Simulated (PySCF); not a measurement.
# Yb2S3: other functionals and bases at one geometry

One table from this session's results is given with a row withheld; the runs are named, their logs left out.

Method: several levels, as the steps say, no spin–orbit coupling; program: PySCF 2.14.0.

4 further runs of the same task are left out: 2 for a known fault of the program, 2 that didn't finish.

## Starting geometry

5 atoms, charge 0, spin multiplicity 1.

Bond lengths: Yb1–S3 2.537 Å, Yb1–S4 2.305 Å, Yb2–S3 2.537 Å, Yb2–S5 2.305 Å. Angles: S3–Yb1–S4 123.8°, S3–Yb2–S5 123.8°, Yb1–S3–Yb2 130.2°.

As a file:

| atom | x (Å) | y (Å) | z (Å) |
| --- | --- | --- | --- |
| Yb1 | 0.5359 | -0.2682 | 2.3011 |
| Yb2 | 0.5359 | -0.2682 | -2.3011 |
| S3 | 1.4919 | -0.7467 | 0.0000 |
| S4 | -1.5002 | 0.7508 | 2.6580 |
| S5 | -1.5002 | 0.7508 | -2.6580 |

Formal oxidation states: Yb +3. Each metal's 13 4f electrons lie in its core potential, so multiplicities, spins and levels count the valence alone. An earlier session relaxed this geometry at B3LYP, Yb lcecp-1-SVP with ECP59, S def2-SVP (singlet, point group C2v).

At B3LYP on the finer grid: E = -1273.260023 Eh, HOMO -5.49 eV, LUMO -3.09 eV, Mulliken charge on Yb1 +0.60 e, largest force component 0.019 eV/Å. 

Levels to run: r2SCAN; BP86; CAM-B3LYP; PBE; B3LYP, TZVP. Hardware: 2 threads of Arm Neoverse V2, shared host.

Set-up of the first run:

Contents of run.py (the lines that set the calculation):

```python
mol = gto.M(atom='''
Yb     0.53590    -0.26820     2.30107
Yb     0.53590    -0.26820    -2.30107
S      1.49194    -0.74666     0.00000
S     -1.50019     0.75079     2.65803
S     -1.50019     0.75079    -2.65803''',
    basis={'Yb': 'lcecp-1-SVP', 'S': 'def2-SVP'},
    ecp={'Yb': 'lcecp-1-SVP'},
    charge=0, spin=0)
mf = dft.RKS(mol, xc='R2SCAN')
mf.grids.atom_grid = (75, 302)  # f atoms: unpruned, at least (60, 302)
mf = mf.density_fit()  # fitting sets: Yb AutoAux, S def2-universal-JKFIT
mf.conv_tol = 1e-08; mf.max_cycle = 55
mf.kernel(dm0)  # dm0: the density of the relaxed state
```

Started as:

```
OMP_NUM_THREADS=2 python run.py
```

Steps of the session up to this table: r2SCAN; BP86; CAM-B3LYP; PBE; B3LYP, TZVP.

One table of the session follows, with a row left open; its other results are not shown here.

| level | HOMO (eV) | gap (eV) | charge on Yb1 (e) | dipole (D) | largest force component (eV/Å) |
| --- | --- | --- | --- | --- | --- |
| B3LYP (relaxed here) | -5.49 | 2.40 | 0.60 | 11.41 | 0.02 |
| r2SCAN | ? | ? | ? | ? | ? |
| BP86 | -4.84 | 1.42 | 0.54 | 10.69 | 0.10 |
| CAM-B3LYP | -6.86 | 4.70 | 0.63 | 12.30 | 0.33 |
| PBE | -4.75 | 1.33 | 0.55 | 10.68 | 0.11 |
| B3LYP, TZVP | -5.53 | 2.40 | 1.02 | 12.05 | 0.04 |

Estimate the missing values for r2SCAN.

As computed: HOMO (eV): -4.91; gap (eV): 1.84; charge on Yb1 (e): 0.68; dipole (D): 11.81; largest force component (eV/Å): 0.13. In the column «HOMO (eV)» it lies between B3LYP (relaxed here) (-5.49) and BP86 (-4.84).

In one basis the HOMO–LUMO gap runs from 1.33 eV (PBE) to 4.70 eV (CAM-B3LYP). The largest leftover force, 0.33 eV/Å with CAM-B3LYP, stands at a geometry relaxed at another level. With 4f in the core, its levels are missing from HOMO and gap, and its count is fixed, so no charge can pass from the ligands into it. Total energies of different levels can't be compared.
